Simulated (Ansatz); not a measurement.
# C10H8: the cost of one run

Method: the levels named in each step, in Ansatz 0.2.0.

## Step 1: The system as given

Bond lengths (14 of 19 bonds, heavy atoms first): C1–C2 1.377 Å, C2–C3 1.398 Å, C3–C4 1.407 Å, C4–C5 1.407 Å, C5–C6 1.398 Å, C6–C7 1.377 Å, C7–C8 1.398 Å, C4–C9 1.429 Å, C8–C9 1.407 Å, C1–C10 1.398 Å, C9–C10 1.407 Å, C1–H11 1.087 Å, C2–H12 1.087 Å, C3–H13 1.086 Å. Angles (14 of 30 angles, heavy atoms first): C1–C2–C3 120.2°, C2–C1–C10 120.2°, C2–C3–C4 121.1°, C3–C4–C5 122.5°, C3–C4–C9 118.7°, C5–C4–C9 118.7°, C4–C5–C6 121.1°, C5–C6–C7 120.2°, C6–C7–C8 120.2°, C7–C8–C9 121.1°, C4–C9–C8 118.7°, C4–C9–C10 118.7°, C8–C9–C10 122.5°, C1–C10–C9 121.1°.

As a file:

```xyz
18

C     2.3298   -1.0047    0.0416
C     2.5079    0.3568    0.1497
C     1.4018    1.2115    0.1555
C     0.0925    0.7065    0.0529
C    -1.0415    1.5394    0.0508
C    -2.3296    1.0051   -0.0476
C    -2.5082   -0.3572   -0.1437
C    -1.4022   -1.2121   -0.1474
C    -0.0926   -0.7065   -0.0529
C     1.0419   -1.5388   -0.0588
H     3.1891   -1.6709    0.0344
H     3.5088    0.7738    0.2305
H     1.5488    2.2839    0.2404
H    -0.9073    2.6141    0.1267
H    -3.1885    1.6717   -0.0472
H    -3.5094   -0.7746   -0.2177
H    -1.5496   -2.2850   -0.2239
H     0.9081   -2.6129   -0.1433
```

## Step 2: A rough first relaxation, PBE-D4/def2-SVPD

File input.yaml:

```yaml
crystal:
  periodic: [false, false, false]
  atoms:
    - { symbol: C, position_ang: [2.32984, -1.00471, 0.04164] }
    - { symbol: C, position_ang: [2.50792, 0.35676, 0.14968] }
    - { symbol: C, position_ang: [1.40184, 1.21153, 0.15546] }
    - { symbol: C, position_ang: [0.09249, 0.70649, 0.05295] }
    - { symbol: C, position_ang: [-1.04155, 1.53939, 0.05076] }
    - { symbol: C, position_ang: [-2.32956, 1.00512, -0.04758] }
    - { symbol: C, position_ang: [-2.50821, -0.35717, -0.14373] }
    - { symbol: C, position_ang: [-1.40223, -1.21208, -0.14741] }
    - { symbol: C, position_ang: [-0.09257, -0.70648, -0.05295] }
    - { symbol: C, position_ang: [1.04194, -1.53884, -0.05881] }
    - { symbol: H, position_ang: [3.18914, -1.67086, 0.03438] }
    - { symbol: H, position_ang: [3.50881, 0.77377, 0.2305] }
    - { symbol: H, position_ang: [1.54876, 2.28387, 0.24043] }
    - { symbol: H, position_ang: [-0.90727, 2.61406, 0.12674] }
    - { symbol: H, position_ang: [-3.18852, 1.67174, -0.04718] }
    - { symbol: H, position_ang: [-3.50943, -0.77464, -0.21771] }
    - { symbol: H, position_ang: [-1.54956, -2.285, -0.2239] }
    - { symbol: H, position_ang: [0.90807, -2.61293, -0.14327] }
basis:
  gaussian: { orbitals: def2-SVPD }
hamiltonian:
  xc: pbe
  dispersion: d4
relax:
  f_tol: 0.03
  max_steps: 200
```

On the command line:

```
ansatz run input.yaml --threads 8 --pin off --max-ram 22528MiB --backend cpu --events-out ev --progress --plain --runs-dir out
```

Q: Estimate wall time and peak memory on 8 threads of Arm Neoverse V2, shared host.

About 45 s, with a peak of 1.4 GiB.
